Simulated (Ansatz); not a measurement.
**C3H5BrO: one species, many methods**

Aim: compute C3H5BrO with functionals from several rungs and with coupled cluster. The yardstick is the atomisation energy at the CCSD(T) limit.

The runs use Ansatz 0.2.0, Gaussian basis; functionals in def2-TZVPP, the program's frozen cores in correlated methods.

Levels to be run: PBE-D4, r2SCAN-D4, PBE0-D4, B3LYP-D4, ωB97X-V, ωB97M-V, B2PLYP; CCSD(T)/def2-TZVPP; MP2/def2-QZVPP; extrapolation to the limit.

### 1 The geometry

An earlier PBE0-D4 in a triple-zeta def2 set relaxation fixed the geometry.

SMILES `C/C=C(\O)Br`, 10 atoms, charge 0, spin multiplicity 1.

Atoms are counted from 1 here; the program's logs count them from 0.

Bond lengths: C1–C2 1.491 Å, C1–H6 1.095 Å, C1–H7 1.090 Å, C1–H8 1.094 Å, C2–C3 1.325 Å, C2–H9 1.082 Å, C3–O4 1.347 Å, C3–Br5 1.901 Å, O4–H10 0.962 Å. Angles: C2–C1–H6 110.9°, C2–C1–H7 111.5°, C2–C1–H8 110.7°, H6–C1–H7 108.1°, H6–C1–H8 107.0°, H7–C1–H8 108.4°, C1–C2–C3 123.5°, C1–C2–H9 119.0°, C3–C2–H9 117.6°, C2–C3–O4 124.2°, C2–C3–Br5 121.5°, O4–C3–Br5 114.3°, C3–O4–H10 109.8°.

### 2 PBE-D4 (GGA)

in.yaml reads:

```yaml
crystal:
  periodic: [false, false, false]
  atoms:
    - {symbol: C, position_ang: [-1.191252, -0.780181, 0.095217]}
    - {symbol: C, position_ang: [-0.256601, 0.282625, 0.563528]}
    - {symbol: C, position_ang: [0.865249, 0.598177, -0.066527]}
    - {symbol: O, position_ang: [1.264161, 0.043072, -1.226946]}
    - {symbol: Br, position_ang: [2.028411, 1.949466, 0.593199]}
    - {symbol: H, position_ang: [-2.160319, -0.354155, -0.183139]}
    - {symbol: H, position_ang: [-0.793161, -1.308785, -0.770376]}
    - {symbol: H, position_ang: [-1.378219, -1.508862, 0.889424]}
    - {symbol: H, position_ang: [-0.501919, 0.839137, 1.458243]}
    - {symbol: H, position_ang: [2.206850, 0.188105, -1.349621]}
basis:
  gaussian: {orbitals: def2-TZVPP}
hamiltonian: {xc: pbe, dispersion: d4}
output: {forces: true, orbitals: {seedname: orbitals}}
```

Started as:

```sh
> ansatz run in.yaml --threads 4 --pin off --events-out ev --progress --plain --max-ram 10444MiB
```

Further steps of the session: r2SCAN-D4 (meta-GGA); PBE0-D4 (hybrid); B3LYP-D4 (hybrid); ωB97X-V (range-separated); ωB97M-V (range-separated); B2PLYP (double hybrid); CCSD(T) in def2-TZVPP; MP2 in def2-QZVPP.

**Question.** What will the summary of the whole plan be? Wanted: atomisation energy, CCSD(T)/CBS; farthest; mean size of error, hybrid; mean size of error, range-separated; gap, smallest and largest; T1 diagnostic; triples share of the correlation energy.

The runs gave:

| quantity | value |
| --- | --- |
| atomisation energy, CCSD(T)/CBS | 3898.9 kJ/mol |
| functionals within 39.0 kJ/mol (1.0 %) | r2SCAN-D4, PBE0-D4, B3LYP-D4, ωB97X-V, ωB97M-V |
| farthest | PBE-D4 (+130.0 kJ/mol) |
| mean size of error, hybrid | 21.1 kJ/mol |
| mean size of error, range-separated | 4.1 kJ/mol |
| gap, smallest and largest | 4.37 eV (PBE-D4), 11.08 eV (ωB97X-V) |
| T1 diagnostic | 0.0099 |
| triples share of the correlation energy | 4.0 % |

What this shows: PBE-D4 is off by +130.0 kJ/mol. Double hybrids carry the basis error of their MP2 part in triple zeta, and no dispersion term here, so their miss is partly the set-up's. The reference freezes the cores and leaves out relativity and excitations past (T), and its outer-core shells are covered unevenly, so misses under about 39.0 kJ/mol can't be ranked. All levels share the lack of spin-orbit coupling, which lowers the free heavy atoms and so the true binding. Hartree-Fock recovers 71 % of the binding; the rest is correlation. The gap grows from 4.4 to 11.1 eV across the functionals, mostly with the share of exact exchange. Correlated methods include outer-core shells of Br, which these sets cover unevenly.
